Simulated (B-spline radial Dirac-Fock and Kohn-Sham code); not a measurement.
**Inner shells of Sc⁸⁺**

Wanted for Sc⁸⁺: its X-ray form factor and Compton profile, the binding energy of each subshell, its photoionisation cross sections and the widths and yields of its core holes.

Method: a free atom or ion on a radial basis; each step names its model; computed with B-spline radial Dirac-Fock and Kohn-Sham code, version 2.

### 1 The system

Scandium as Sc⁸⁺ in the configuration [Ne] 3s2 3p1.

* nuclear charge: 21
* electrons: 13
* mass number: 45
* nuclear rms radius: 3.5459 fm

### 2 Form factor and Compton profile

Model: Dirac-Fock average of configuration, finite nucleus; form factor of the spherical density, Waller-Hartree incoherent function, impulse-approximation Compton profiles.

The run's settings:

```ini
task = scatter
Z = 21
charge = 8
configuration = 1s2 2s2 2p6 3s2 3p1
mass_number = 45
rms_radius = 3.5459  # fm
s = [0.0, 0.05, 0.1, 0.15, 0.2, 0.25, 0.3, 0.35, 0.4, 0.45, 0.5, 0.6, 0.7, 0.8, 0.9, 1.0, 1.1, 1.2, 1.4, 1.6, 1.8, 2.0, 2.5, 3.0, 3.5, 4.0, 5.0, 6.0]  # 1/A
pz = [0, 0.1, 0.14, 0.19, 0.26, 0.36, 0.5, 0.69, 0.96, 1.3, 1.8, 2.5, 3.5, 4.8, 6.6, 9.2, 13.0, 17.0, 24.0, 33.0, 46.0]  # a.u.
photon_energy = [1000, 2000, 8047.8, 10000, 17479.3, 200000, 500000, 1000000]  # eV
```

The program writes no log. Results of the run, from its result record (rounded, main fields):

```text
{
  "status": "converged",
  "form_factor [e]": [13.0, 12.925, 12.706, 12.361, 11.915, 11.399, 10.845, 10.28, 9.7272, 9.2026, 8.7152, 7.8615, 7.1485, 6.5325, 5.974, 5.4494, 4.9505, 4.4783, 3.6352, 2.9528, 2.4335, 2.0551, 1.5222, 1.2792, 1.1291, 1.0036, 0.77456, 0.58029],
  "incoherent": [9.6234e-13, 0.11074, 0.42606, 0.90016, 1.4713, 2.0771, 2.668, 3.2131, 3.7008, 4.1335, 4.5217, 5.2138, 5.8509, 6.4603, 7.0416, 7.5881, 8.0947, 8.5585, 9.3539, 9.9794, 10.458, 10.821, 11.418, 11.801, 12.09, 12.318, 12.631, 12.806],
  "compton_total [1/a.u.]": [1.9186, 1.913, 1.9078, 1.8988, 1.8818, 1.8492, 1.789, 1.6858, 1.5149, 1.2973, 1.039, 0.82174, 0.63708, 0.43983, 0.25091, 0.12103, 0.052008, 0.024912, 0.0080384, 0.0022559, 0.00048696],
  "shells": ["1s1/2", "2s1/2", "2p1/2", "2p3/2", "3s1/2", "3p1/2", "3p3/2"],
  "occupation": [2.0, 2.0, 2.0, 4.0, 2.0, 0.33333, 0.66667],
  "mean_momentum [a.u.]": [17.63, 5.6786, 7.5959, 7.5333, 2.6086, 3.0964, 3.0842],
  "r2 [bohr^2]": 4.0979,
  "r_inverse [1/bohr]": 80.069,
  "r1 [bohr]": 5.5176,
  "coherent [b]": [110.76, 106.09, 62.451, 52.651, 29.418, 0.50378, 0.084184, 0.021211],
  "incoherent_cross_section [b]": [0.094316, 0.35023, 2.3773, 2.8488, 4.2361, 5.1403, 3.7334, 2.7391],
  "radial_jk": {
    "3p": {"j0": [1.0, 0.98031, 0.92335, 0.83512, 0.72443, 0.60149, 0.4764, 0.35789, 0.25251, 0.16429, 0.094836, 0.0093361, -0.020593, -0.017823, -0.0013395, 0.016951, 0.031352, 0.040212, 0.043857, 0.037076, 0.027492, 0.018732, 0.0051837, 0.00014372, -0.0012657, -0.0014108, -0.00092048, -0.00050306], "j2": [0.0, 0.0078457, 0.030177, 0.063626, 0.10334, 0.14393, 0.18035, 0.2087, 0.2266, 0.23327, 0.22934, 0.1968, 0.14668, 0.09537, 0.052889, 0.022876, 0.0047425, -0.0040534, -0.0050128, 0.0024132, 0.0098054, 0.014641, 0.01703, 0.013575, 0.0096204, 0.0065472, 0.0029814, 0.0014086], "r2": 1.0786, "r4": 1.7898, "r6": 4.1902}
  }
}
```

Form factor and incoherent function, every second point:

| s (1/Å) | f (e) | f / N | S(s) |
| --- | --- | --- | --- |
| 0 | 13.00 | 1.000 | 0 |
| 0.100 | 12.71 | 0.977 | 0.4261 |
| 0.200 | 11.92 | 0.917 | 1.471 |
| 0.300 | 10.85 | 0.834 | 2.668 |
| 0.400 | 9.727 | 0.748 | 3.701 |
| 0.500 | 8.715 | 0.670 | 4.522 |
| 0.700 | 7.149 | 0.550 | 5.851 |
| 0.900 | 5.974 | 0.460 | 7.042 |
| 1.10 | 4.950 | 0.381 | 8.095 |
| 1.40 | 3.635 | 0.280 | 9.354 |
| 1.80 | 2.434 | 0.187 | 10.46 |
| 2.50 | 1.522 | 0.117 | 11.42 |
| 3.50 | 1.129 | 0.087 | 12.09 |
| 5.00 | 0.7746 | 0.060 | 12.63 |

### 3 Hole states by ΔSCF

Model: Dirac-Fock average of configuration, Delta-SCF, finite nucleus, first-order Breit with its frequency dependence, self-energy and vacuum polarisation.

Recorded inputs:

```ini
task = binding
```

The program writes no log. Results of the run, from its result record (rounded, main fields):

```text
{
  "status": "converged",
  "shells": ["K", "L1", "L2", "L3", "M1", "M2,3"],
  "total_energy_parts [Ha]": [-741.070876, 0.239759038, -0.0190564447, -0.000348794156, 0.161956219, -0.0121473789],
  "koopmans [eV]": [4715.29, 689.104, 595.192, 590.364, 200.746, 179.453],
  "dirac_coulomb [eV]": [4691.38, 684.855, 589.732, 584.999, 200.426, 179.185],
  "gaunt [eV]": [-4.10999, -0.248329, -0.457754, -0.306631, -0.043388, -0.0560628],
  "retardation [eV]": [0.215607, 0.00660754, 0.0483487, 0.0483458, 0.00372727, 0.0108365],
  "breit_frequency [eV]": [0.0037175, -0.000725841, -0.00018652, 0.00193725, -0.000114235, 0.000203323],
  "self_energy [eV]": [-1.86259, -0.168904, 0.0308037, 0.0188167, -0.0285487, 0.00476833],
  "vacuum_polarisation [eV]": [0.141662, 0.0120892, -0.00177979, -0.00180296, 0.00198967, -0.000384372],
  "binding [eV]": [4685.77, 684.456, 589.351, 584.76, 200.36, 179.145],
  "mean_radius [bohr]": [0.0729395, 0.33778, 0.302312, 0.304761, 0.951568, 0.970691]
}
```

total_energy_parts: Dirac-Coulomb, Gaunt, retardation, frequency dependence, self-energy, vacuum polarisation. 

The binding energies by parts, in eV; the parts add up.

| level | -ε | relaxation | Breit | QED | binding |
| --- | --- | --- | --- | --- | --- |
| K | 4715.3 | -23.91 | -3.89 | -1.72 | 4685.8 |
| L1 | 689.1 | -4.25 | -0.24 | -0.16 | 684.5 |
| L2 | 595.2 | -5.46 | -0.41 | 0.03 | 589.4 |
| L3 | 590.4 | -5.37 | -0.26 | 0.02 | 584.8 |
| M1 | 200.7 | -0.32 | -0.04 | -0.03 | 200.4 |
| M2,3 | 179.5 | -0.27 | -0.05 | 0.00 | 179.1 |

Line energies follow by subtraction:

| line | energy (eV) |
| --- | --- |
| Kα1 (K-L3) | 4101.0 |
| Kα2 (K-L2) | 4096.4 |
| Lη (L2-M1) | 389.0 |
| Lℓ (L3-M1) | 384.4 |

### 4 Photoionisation

Model: independent-particle photoionisation: Dirac-Hartree-Slater potential of the initial state with a Latter tail for bound and continuum orbitals, all multipoles in the length form, thresholds from Dirac-Fock Delta-SCF.

The run's settings:

```ini
task = photo
photon_energy = [51.6, 60, 68.4, 406.0, 487.0, 600, 724.0, 795.0, 3160.0, 4000, 9251.7, 12000, 15000, 17479.3, 100000, 149000.0]  # eV
```

The program writes no log. Results of the run, from its result record (rounded, main fields):

```text
{
  "status": "converged",
  "shells": ["K", "L1", "L2", "L3", "M1", "M2", "M3"],
  "occupation": [2.0, 2.0, 2.0, 4.0, 2.0, 0.333, 0.667],
  "threshold [eV]": [4685.77, 684.456, 589.351, 584.76, 200.36, 179.645, 178.895],
  "sigma [Mb]": [
    ["K", "-", "-", "-", "-", "-", "-", "-", "-", "-", "-", 0.00834, 0.00404, 0.00214, 0.00137, 6.73e-06, 1.93e-06],
    ["L1", "-", "-", "-", "-", "-", "-", 0.152, 0.132, 0.00842, 0.00487, 0.000598, 0.000299, 0.000162, 0.000106, 5.75e-07, 1.67e-07],
    ["L2", "-", "-", "-", "-", "-", 0.358, 0.226, 0.176, 0.00299, 0.00139, 7.81e-05, 3.08e-05, 1.36e-05, 7.75e-06, 1.05e-08, 2.4e-09],
    ["L3", "-", "-", "-", "-", "-", 0.707, 0.444, 0.346, 0.00574, 0.00265, 0.000147, 5.75e-05, 2.53e-05, 1.43e-05, 1.74e-08, 3.86e-09],
    ["M1", "-", "-", "-", 0.0935, 0.0671, 0.045, 0.0313, 0.0261, 0.00149, 0.000861, 0.000106, 5.31e-05, 2.89e-05, 1.89e-05, 1.04e-07, 3.02e-08],
    ["M2", "-", "-", "-", 0.0196, 0.0128, 0.00768, 0.00482, 0.00383, 8.3e-05, 3.94e-05, 2.33e-06, 9.33e-07, 4.16e-07, 2.37e-07, 3.29e-10, 7.59e-11],
    ["M3", "-", "-", "-", 0.0389, 0.0254, 0.0152, 0.00951, 0.00754, 0.00016, 7.58e-05, 4.4e-06, 1.75e-06, 7.75e-07, 4.39e-07, 5.51e-10, 1.22e-10]
  ],
  "beta_dipole": [
    ["K", "-", "-", "-", "-", "-", "-", "-", "-", "-", "-", 2.0, 2.0, 2.0, 2.0, 1.97, 1.94],
    ["L1", "-", "-", "-", "-", "-", "-", 2.0, 2.0, 2.0, 2.0, 2.0, 2.0, 2.0, 2.0, 1.97, 1.94],
    ["L2", "-", "-", "-", "-", "-", 1.23, 1.43, 1.46, 1.08, 0.968, 0.586, 0.486, 0.409, 0.36, -0.0829, -0.203],
    ["L3", "-", "-", "-", "-", "-", 1.25, 1.44, 1.47, 1.08, 0.967, 0.564, 0.454, 0.366, 0.309, -0.333, -0.528],
    ["M1", "-", "-", "-", 2.0, 2.0, 2.0, 2.0, 2.0, 2.0, 2.0, 2.0, 2.0, 2.0, 2.0, 1.97, 1.94],
    ["M2", "-", "-", "-", 1.64, 1.63, 1.6, 1.56, 1.53, 1.02, 0.911, 0.564, 0.467, 0.39, 0.339, -0.0845, -0.202],
    ["M3", "-", "-", "-", 1.65, 1.63, 1.6, 1.56, 1.54, 1.02, 0.909, 0.541, 0.434, 0.346, 0.286, -0.336, -0.528]
  ]
}
```

Rows start with the subshell; columns follow the photon energies; blanks lie below or just at threshold.

Summed over subshells:

| hν (eV) | total (kb) | K (%) | L (%) | M (%) |
| --- | --- | --- | --- | --- |
| 406.00 | 152 | - | - | 100.0 |
| 487.00 | 105 | - | - | 100.0 |
| 600.00 | 1130 | - | 94.0 | 6.0 |
| 724.00 | 867 | - | 94.7 | 5.3 |
| 795.00 | 692 | - | 94.6 | 5.4 |
| 3160.0 | 18.9 | - | 90.8 | 9.2 |
| 4000.0 | 9.89 | - | 90.1 | 9.9 |
| 9251.7 | 9.28 | 89.9 | 8.9 | 1.2 |
| 12000 | 4.48 | 90.1 | 8.6 | 1.2 |
| 15000 | 2.37 | 90.3 | 8.5 | 1.3 |
| 17479 | 1.52 | 90.3 | 8.4 | 1.3 |
| 100000 | 0.00744 | 90.5 | 8.1 | 1.4 |
| 149000 | 0.00214 | 90.5 | 8.1 | 1.4 |

### 5 Widths and yields

Model: independent-particle rates: relativistic LDA orbitals of the hole state, multipoles to L = 3 (length form), Coulomb Auger matrix elements with a Latter-tail continuum; energies from Dirac-Fock.

Recorded inputs:

```ini
task = decay
holes = ["K", "L1", "L2", "L3", "M1"]
```

The program writes no log. Results of the run, from its result record (rounded, main fields):

```text
{
  "status": "converged",
  "K": {
    "width_radiative": 0.14919,
    "width_radiative_velocity": 0.1552,
    "width_nonradiative": 0.61715,
    "coster_kronig": {},
    "radiative": [["L3", 4101.0, 0.096317], ["L2", 4096.4, 0.048857], ["M3", 4506.9, 0.00267], ["M2", 4506.1, 0.0013417], ["L1", 4001.3, 1.4357e-08], ["M1", 4485.4, 3.5849e-09]],
    "auger": [["L2L3", 3442.9, 0.22948], ["L3L3", 3446.4, 0.12952], ["L1L3", 3356.4, 0.094348], ["L1L2", 3351.6, 0.050072], ["L1L1", 3252.1, 0.043628], ["L1M1", 3770.4, 0.014809]]
  },
  "L1": {
    "width_radiative": 0.00030084,
    "width_radiative_velocity": 0.00027472,
    "width_nonradiative": 0.07855,
    "coster_kronig": {},
    "radiative": [["M3", 505.56, 0.00015644], ["M2", 504.81, 8.1149e-05], ["L3", 99.696, 4.4243e-05], ["L2", 95.105, 1.9007e-05], ["M1", 484.1, 1.2593e-12]],
    "auger": [["M1M1", 258.26, 0.040094], ["M1M3", 282.81, 0.025564], ["M1M2", 282.04, 0.012893]]
  },
  "L2": {
    "width_radiative": 8.7656e-05,
    "width_radiative_velocity": 9.41e-05,
    "width_nonradiative": 0.016355,
    "coster_kronig": {},
    "radiative": [["M1", 388.99, 8.7639e-05], ["M3", 410.46, 1.6387e-08], ["L3", 4.5917, 5.9998e-13], ["M2", 409.71, 4.3543e-14]],
    "auger": [["M1M2", 186.93, 0.011923], ["M1M1", 163.15, 0.0035415], ["M1M3", 187.71, 0.00089061]]
  },
  "L3": {
    "width_radiative": 9.0429e-05,
    "width_radiative_velocity": 9.6855e-05,
    "width_nonradiative": 0.016418,
    "coster_kronig": {},
    "radiative": [["M1", 384.4, 9.0413e-05], ["M2", 405.11, 8.2172e-09], ["M3", 405.87, 8.1225e-09]],
    "auger": [["M1M3", 183.12, 0.012453], ["M1M1", 158.56, 0.003536], ["M1M2", 182.34, 0.00042917]]
  },
  "M1": {"width_radiative": 9.603e-07, "width_radiative_velocity": 1.1625e-06, "width_nonradiative": 0, "coster_kronig": {}, "radiative": [["M3", 21.466, 6.6349e-07], ["M2", 20.715, 2.9681e-07]], "auger": []}
}
```

All in eV. For each hole the six strongest lines (shell, energy, width) and Auger groups (final holes, energy, width) are shown.

How each hole decays (widths in eV):

| hole | radiative | Auger | Coster-Kronig | total | yield | lifetime (fs) |
| --- | --- | --- | --- | --- | --- | --- |
| K (1s) | 0.149 | 0.617 | 0 | 0.766 | 0.195 | 0.859 |
| L1 (2s) | 3.01e-04 | 0.0786 | 0 | 0.0789 | 0.00382 | 8.35 |
| L2 (2p1/2) | 8.77e-05 | 0.0164 | 0 | 0.0164 | 0.00533 | 40.0 |
| L3 (2p3/2) | 9.04e-05 | 0.0164 | 0 | 0.0165 | 0.00548 | 39.9 |
| M1 (3s) | 9.60e-07 | 0 | 0 | 9.60e-07 | 1.00 | 685000 |

Emission lines that fill the K hole:

```
Kα2 4096.4      50.7 ############################
Kα1 4101.0       100 ################################
Kβ3 4506.1      1.39 ####
Kβ1 4506.9      2.77 #########
```
(bars on a logarithmic scale, % of the strongest)

### 6 Outcome

| quantity | value |
| --- | --- |
| rms radius of the electron cloud | 0.561 bohr |
| form factor halves at | 0.81 1/Å |
| Compton profile at zero | 1.919 1/a.u. |
| deepest level listed, K (1s) | 4685.8 eV |
| least bound, M2,3 (3p) | 179.1 eV |
| Kα1 | 4101.0 eV |
| ionisation energy, NIST (measured) | 180.030 eV |
| total at 795.00 eV | 692 kb |
| strongest subshell at 795.00 eV | L3 (2p3/2), 346 kb, β = 1.47 |
| K hole: width, yield | 0.766 eV, 0.195 |
| its lifetime | 0.859 fs |
| its strongest line | Kα1 (K-L3), 4101.0 eV |

f falls from 13 to half of that at s = 0.81 1/Å. Incoherent scattering outweighs coherent from 200 keV on, among the energies asked. For K (1s), relaxation takes off 23.9 eV, Breit terms shift it by -3.89 and QED by -1.72 eV. NIST's ionisation energy differs by +0.89 eV from the least binding energy; the calculation averages open shells over their j components and terms. L3 (2p3/2) leads at 795.00 eV with 50 % of the total, and the K shell holds 90 % at 149000 eV. The K hole lives 0.86 fs and decays mostly by electron emission (yield 0.19). The Hartree-Fock and Dirac-Fock values hold no electron correlation.
